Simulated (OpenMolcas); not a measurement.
# Ag³⁺ among point charges: CASSCF and CASPT2 levels and susceptibility

Aim: the splitting of the states of Ag³⁺ in the field of 3 point charges, its lowest levels with spin-orbit coupling and its magnetic susceptibility.

Program: OpenMolcas 26.06. Level of theory: state-averaged CASSCF and CASPT2, spin-orbit coupling by RASSI with atomic mean-field integrals. These are calculated values, not measurements, unless marked.

## (1) Starting point

```
Species                           : Ag³⁺ (silver, Z = 47, 44 electrons)
Basis                             : ANO-RCC-VDZP [6s5p3d1f], 43 functions
Scalar Hamiltonian                : DKH2, point nucleus
Inactive shells                   : 1s 2s 2p 3s 3p 3d 4s 4p
Active space                      : 8 electrons in 5 orbitals (4d)
Some configurations of this space : 4d8
Orbitals                          : optimised for each spin and parity, averaged over all roots
```

Outer shells as boxes (Hund's rule):

4d8
```
4d [↑↓][↑↓][↑↓][↑ ][↑ ]
```

The ion sits among 3 point charges of -3 e arranged as a planar triangle (D3h), 1.94 Å from the ion.

Each step is its own input file, run in one work folder so that later steps find the files of earlier ones. Labels, J, g values, rates, χT and fits are worked out afterwards by a script from the matrices that RASSI stores.

## (2) GATEWAY and SEWARD: basis and integrals

a.inp reads:

```
&GATEWAY
Coord
1

Ag 0.0 0.0 0.0
Basis=ANO-RCC-VDZP
Group=NoSym
NoMove
AngMom=0.0 0.0 0.0
AMFI
XField
3 Angstrom 0
1.940000 0.000000 0.000000 -3.000000
-0.970000 1.680089 0.000000 -3.000000
-0.970000 -1.680089 0.000000 -3.000000
&SEWARD
```

Launch:

```
$ OMP_NUM_THREADS=1 MOLCAS_MEM=1689 MOLCAS_PROJECT=a pymolcas a.inp > a.log
```

The log of the run:

```text
Basis set label: AG.ANO-RCC...6S5P3D1F.

      Electronic valence basis set:
      ------------------
      Associated Effective Charge  47.000000 au
      Associated Actual Charge     47.000000 au
      Nuclear Model: Point charge

      Shell  nPrim  nBasis  Cartesian Spherical Contaminant
         s      21       6        X
         p      18       5        X
         d      13       3                 X
         f       6       1                 X
                  Relativistic Douglas-Kroll-Hess integrals:
                    - DKH order of Hamiltonian: 2
                    - DKH order of Properties : 0
                  Atomic mean-field integrals
```

## (3) Reference wave functions, triplets, 10 roots

a.inp reads:

```
&RASSCF
FileOrb=start.orb
Symmetry=1
Spin=3
nActEl=8 0 0
Inactive=18
Ras2=5
CIRoot=10 10 1
SDav=10
CIMx=300
Iter=120 100
PrWF=0.3
OrbListing=Nothing
MaxOrb=0
>>> COPY $Project.JobIph JOB001
```

start.orb holds the contracted functions of the basis, ordered by shell, or the orbitals of the step before.

The log of the run, cut to the lines that bear on the results:

```text
[...]
      Number of active orbitals                  5
[...]
      Spin quantum number                      1.0
[...]
      Active orbitals                            5
[...]
      Number of CSFs                            10
      Number of root(s) required                10
[...]
      Convergence after  9 iterations
[...]
      Natural orbitals and occupation numbers for root  1
      sym 1:   1.052178   1.947822   2.000000   1.947822   1.052178
      Natural orbitals and occupation numbers for root  2
      sym 1:   1.500000   1.500000   2.000000   1.500000   1.500000
      Natural orbitals and occupation numbers for root  3
      sym 1:   1.500000   1.500000   2.000000   1.500000   1.500000
::    RASSCF root number  1 Total energy:  -5317.13814157
::    RASSCF root number  2 Total energy:  -5317.11089598
::    RASSCF root number  3 Total energy:  -5317.11079867
[...]
::    RASSCF root number  7 Total energy:  -5317.08650328
::    RASSCF root number  8 Total energy:  -5317.01323320
::    RASSCF root number  9 Total energy:  -5316.95974220
::    RASSCF root number 10 Total energy:  -5316.95974219
```

## (4) CASSCF: singlets, 15 roots

a.inp reads:

```
&RASSCF
FileOrb=start.orb
Symmetry=1
Spin=1
nActEl=8 0 0
Inactive=18
Ras2=5
CIRoot=15 15 1
SDav=15
CIMx=300
Iter=120 100
PrWF=0.3
OrbListing=Nothing
MaxOrb=0
>>> COPY $Project.JobIph JOB002
```

The log of the run, cut to the lines that bear on the results:

```text
[...]
      Number of active orbitals                  5
[...]
      Spin quantum number                      0.0
[...]
      Active orbitals                            5
[...]
      Number of CSFs                            15
      Number of root(s) required                15
[...]
      Convergence after  7 iterations
[...]
      Natural orbitals and occupation numbers for root  1
      sym 1:   0.999993   2.000000   1.000008   1.999999   1.999999
      Natural orbitals and occupation numbers for root  2
      sym 1:   0.999996   2.000000   1.000005   1.999999   1.999999
      Natural orbitals and occupation numbers for root  3
      sym 1:   1.114555   1.935924   1.114552   1.917485   1.917485
::    RASSCF root number  1 Total energy:  -5317.09316600
::    RASSCF root number  2 Total energy:  -5317.09316600
::    RASSCF root number  3 Total energy:  -5317.08421711
[...]
::    RASSCF root number 12 Total energy:  -5316.92231644
::    RASSCF root number 13 Total energy:  -5316.92231643
::    RASSCF root number 14 Total energy:  -5316.91604630
::    RASSCF root number 15 Total energy:  -5316.82360342
```

## (5) State interaction with spin-orbit coupling

a.inp reads:

```
&RASSI
NrOfJobIphs=2 10 15
1 2 3 4 5 6 7 8 9 10
1 2 3 4 5 6 7 8 9 10 11 12 13 14 15
IphNames
JOB001
JOB002
EJob
SpinOrbit
DIPRint=1.0
SOCoupling=1000.0
Subsets=2
Property=9
'ANGMOM' 1 'ANGMOM' 2 'ANGMOM' 3 'MLTPL  1' 1 'MLTPL  1' 2 'MLTPL  1' 3
'AMFI' 1 'AMFI' 2 'AMFI' 3
SOProperty=3
'ANGMOM' 1 'ANGMOM' 2 'ANGMOM' 3
```

Launch:

```
$ OMP_NUM_THREADS=1 MOLCAS_MEM=1689 MOLCAS_PROJECT=a pymolcas a.inp > a.log
```

The log of the run, cut to the lines that bear on the results:

```text
SPIN-FREE ENERGIES:
  (Shifted by EMIN (a.u.) =      -5317.1381415744)
 SF State       Relative EMIN(au)   Rel lowest level(eV)    D:o, cm**(-1)      L_eff
     1             0.0000000000        0.0000000000              0.0000         2.0
     2             0.0272455976        0.7413904801           5979.7175         3.0
     3             0.0273429073        0.7440384125           6001.0745         3.0
    11             0.0449755720        1.2238476615           9870.9971         4.0
    12             0.0449755720        1.2238476615           9870.9971         4.0
     4             0.0460666708        1.2535379725          10110.4656         2.7
     5             0.0460666724        1.2535380159          10110.4659         2.7
     6             0.0516382858        1.4051493393          11333.2937         3.0
     7             0.0516382914        1.4051494929          11333.2950         3.0
    13             0.0539244682        1.4673595312          11835.0528         2.0
[...]
Eigenvalues of complex Hamiltonian:
   -----------------------------------
  (Shifted by EMIN (a.u.) =      -5317.1381415744)
 SO State       Relative EMIN(au)   Rel lowest level(eV)    D:o, cm**(-1)     J-value
     1            -0.0069260499        0.0000000000              0.0000         2.6
     2            -0.0019487015        0.1354405485           1092.4017         2.5
     3            -0.0019487013        0.1354405537           1092.4017         2.5
     4             0.0107687124        0.4814990098           3883.5514         1.5
     5             0.0107687124        0.4814990098           3883.5514         1.5
     6             0.0235287650        0.8287177299           6684.0593         2.4
     7             0.0236074497        0.8308588518           6701.3286         2.4
     8             0.0330662451        1.0882457849           8777.2942         3.2
     9             0.0330662504        1.0882459310           8777.2954         3.2
    10             0.0396874527        1.2684180231          10230.4813         2.0
    11             0.0396874580        1.2684181667          10230.4825         2.0
[...]
```

Time for these steps: 4.6 s (1 thread of Arm Neoverse V2, shared host).

Spin-free states, with their symmetry labels:

| state | degeneracy | E (cm-1) | free-ion L (%) |
| --- | --- | --- | --- |
| 3A2 | 1 | 0 | P (59) |
| 3A1 | 1 | 5980 | F (100) |
| 3A2 | 1 | 6001 | F (100) |
| 1E | 2 | 9871 | G (100) |
| 3E | 2 | 10110 | F (83) |
| 3E | 2 | 11333 | F (100) |
| 1A1 | 1 | 11835 | D (84) |
| 1E | 2 | 20114 | D (91) |
| 1E | 2 | 25727 | D (80) |
| 1A1 | 1 | 26320 | G (100) |
| 1A2 | 1 | 26404 | G (100) |
| 3A2 | 1 | 27414 | F (59) |
| 3E | 2 | 39154 | P (83) |
| 1E | 2 | 40946 | G (80) |
| 1E | 2 | 47368 | G (91) |
| 1A1 | 1 | 48744 | G (93) |
| 1A1 | 1 | 69033 | S (85) |

With spin-orbit coupling:

| E (cm-1) | Degeneracy | Label | 2S+1 | g |
| --- | --- | --- | --- | --- |
| 0.0 | 1 | A1 | 3 |  |
| 1092 | 2 | E | 3 | 0.00 0.00 3.92 |
| 3884 | 2 | E | 3 | 0.00 0.00 9.83 |
| 6684 | 1 | A2 | 3 |  |
| 6701 | 1 | A1 | 3 |  |
| 8777 | 2 | E | 3 | 0.00 0.00 4.36 |
| 10230 | 2 | E | 3 | 0.00 0.00 3.33 |
| 10624 | 2 | E | 3 | 0.00 0.00 1.80 |
| 11141 | 1 | A1 | 3 |  |
| 11373 | 1 | A2 | 3 |  |
| 11376 | 1 | A1 | 3 |  |
| 11942 | 2 | E | 1 | 0.00 0.00 8.07 |
| 12737 | 1 | A2 | 3 |  |
| 14210 | 2 | E | 3 | 0.00 0.00 4.24 |
| 14779 | 2 | E | 3 | 0.00 0.00 0.39 |
| 16047 | 1 | A1 | 1 |  |
| 22340 | 2 | E | 1 | 0.00 0.00 2.01 |
| 27394 | 2 | E | 1 | 0.00 0.00 4.01 |
| 28042 | 1 | A1 | 1 |  |
| 28124 | 1 | A2 | 1 |  |
| 28866 | 1 | A1 | 3 |  |
| 29467 | 2 | E | 3 | 0.00 0.00 3.76 |
| 39309 | 2 | E | 3 | 0.00 0.00 5.51 |
| 40808 | 2 | E | 3 | 0.00 0.00 2.02 |

Labels of spin-orbit levels are those of the rotation subgroup (D3 for D3h). Principal g values are given for doublets only; a zero marks a field direction without first-order Zeeman splitting.

Powder χT (cm³ K/mol): 0.00 at 2 K, 0.01 at 5 K, 0.02 at 10 K, 0.04 at 20 K, 0.10 at 50 K, 0.20 at 100 K, 0.30 at 150 K, 0.40 at 200 K, 0.49 at 250 K, 0.59 at 300 K.

Orbitals of the lowest block (energies include the constant potential of the surroundings):

| shell | space | energy (hartree) | mean occupation | ⟨r²⟩ (bohr²) |
| --- | --- | --- | --- | --- |
| 1s | inactive | -941.0198 | 2.000 | 0.00127 |
| 2s | inactive | -140.9179 | 2.000 | 0.0213 |
| 2p | inactive | -126.1425 | 6.000 | 0.0169 |
| 3s | inactive | -26.4219 | 2.000 | 0.154 |
| 3p | inactive | -21.4303 | 6.000 | 0.155 |
| 3d | inactive | -13.5346 | 10.000 | 0.142 |
| 4s | inactive | -3.3003 | 2.000 | 0.948 |
| 4p | inactive | -1.7460 | 6.000 | 1.12 |
| 4d | RAS2 |  | 8.000 | 2.02 |

## (6) CASPT2: IPEA 0.25, imaginary shift 0.1 (closed shells correlated: 4s 4p)

a.inp reads:

```
>>> COPY JOB001 $Project.JobIph
&CASPT2
Multistate=10 1 2 3 4 5 6 7 8 9 10
NoMult
Frozen=14
IPEA=0.25
Imaginary=0.1
MaxIter=60
WThr=0.0 0.3 0.05
PrWF=0.5
NoMix
>>> COPY JOB002 $Project.JobIph
&CASPT2
Multistate=15 1 2 3 4 5 6 7 8 9 10 11 12 13 14 15
NoMult
Frozen=14
IPEA=0.25
Imaginary=0.1
MaxIter=60
WThr=0.0 0.3 0.05
PrWF=0.5
NoMix
```

Launch:

```
$ OMP_NUM_THREADS=1 MOLCAS_MEM=1689 MOLCAS_PROJECT=a pymolcas a.inp > a.log
```

The log of the run, cut to the lines that bear on the results:

```text
[...]
      Active orbitals                            5
[...]
      E2 (Variational):          -0.3000874584
      Total energy:           -5317.4382290328
[...]
::    CASPT2 Root  1     Total energy:  -5317.43822903
::    CASPT2 Root  2     Total energy:  -5317.40651962
[...]
::    CASPT2 Root 12     Total energy:  -5317.21935896
::    CASPT2 Root 13     Total energy:  -5317.21935633
::    CASPT2 Root 14     Total energy:  -5317.21509358
::    CASPT2 Root 15     Total energy:  -5317.14157727
```

This run took 2.1 s in all on 1 thread of Arm Neoverse V2, shared host.

SS-CASPT2: lowest energy less the reference's lowest, -0.3001 hartree; reference weights 0.944 to 0.950.

States without spin-orbit coupling:

| state | degeneracy | E (cm-1) | free-ion L (%) |
| --- | --- | --- | --- |
| 3A2 | 1 | 0 | P (59) |
| 3A1 | 1 | 6959 | F (100) |
| 3A2 | 1 | 6977 | F (100) |
| 1E | 2 | 9472 | G (100) |
| 1A1 | 1 | 10245 | D (84) |
| 3E | 2 | 10780 | F (83) |
| 3E | 2 | 13432 | F (100) |
| 1E | 2 | 18821 | D (91) |
| 1A1 | 1 | 25836 | G (100) |
| 1A2 | 1 | 25892 | G (100) |
| 1E | 2 | 25907 | D (80) |
| 3A2 | 1 | 28587 | F (59) |
| 3E | 2 | 39950 | P (83) |
| 1E | 2 | 41073 | G (80) |
| 1E | 2 | 48037 | G (91) |
| 1A1 | 1 | 48973 | G (93) |
| 1A1 | 1 | 65108 | S (85) |

With spin-orbit coupling:

```
E (cm-1)  Degeneracy  Label  2S+1               g
       0           1     A1     3                
    1220           2      E     3  0.00 0.00 3.93
    4860           2      E     3  0.00 0.00 9.77
    7910           1     A2     3                
    7930           1     A1     3                
    9990           2      E     3  0.00 0.00 4.73
   10970           1     A1     1                
   11210           2      E     3  0.00 0.00 3.05
   11440           2      E     3  0.00 0.00 1.92
   11770           2      E     1  0.00 0.00 8.12
   13420           1     A2     3                
   13420           1     A1     3                
   13520           1     A2     3                
   15630           1     A1     3                
   16030           2      E     3  0.00 0.00 4.15
   16340           2      E     3  0.00 0.00 0.48
   21910           2      E     1  0.00 0.00 1.71
   27700           1     A1     1                
   27750           1     A2     1                
   27760           2      E     1  0.00 0.00 4.00
   30130           1     A1     3                
   30580           2      E     3  0.00 0.00 3.84
   40040           2      E     3  0.00 0.00 5.40
   41720           2      E     3  0.00 0.00 2.02
```

Powder χT (cm³ K/mol): 0.00 at 2 K, 0.01 at 5 K, 0.02 at 10 K, 0.03 at 20 K, 0.09 at 50 K, 0.17 at 100 K, 0.26 at 150 K, 0.34 at 200 K, 0.43 at 250 K, 0.51 at 300 K.

## (7) The methods side by side

A. CASSCF
B. SS-CASPT2, IPEA 0.25, imaginary shift 0.1 (closed shells correlated: 4s 4p)

| method | ground state | first state of that spin (cm-1) | first gap with spin-orbit (cm-1) | χT at 300 K |
| --- | --- | --- | --- | --- |
| A | 3A2 | 3A1 5980 | 1092.4 | 0.59 |
| B | 3A2 | 3A1 6959 | 1219.1 | 0.51 |

## (8) Summary of results

| quantity | value |
| --- | --- |
| method | SS-CASPT2, IPEA 0.25, imaginary shift 0.1 (closed shells correlated: 4s 4p) |
| spin-free ground state | 3A2, 1-fold in its orbital part |
| first state of the same spin within the active space | 3A1 at 6960 cm⁻¹ |
| lowest level | 1-fold A1 |
| next level | 1219.1 cm⁻¹ |
| χT at 300 K | 0.51 cm³ K/mol |
| effective moment at 300 K | 2.02 μB |

Cost by method:

| method | time of its own steps | time with the reference |
| --- | --- | --- |
| A. CASSCF | 4.6 s | 4.6 s |
| B. SS-CASPT2, IPEA 0.25, imaginary shift 0.1, +4s 4p | 2.1 s | 6.7 s |

Times are of one thread on a shared host.

**Reading.** The spin-free ground state (3A2) comes to 59 % from free-ion P terms and keeps the highest spin of the shell. χT at 300 K is 0.51, against 1.00 cm³ K/mol for the spin alone, so spin-orbit coupling lowers it. CASPT2 does not keep the components of a term degenerate, and the means are used. The field of point charges can differ much from that of real complexes. Point charges carry no covalency, so the field is a model and not that of real ligands.
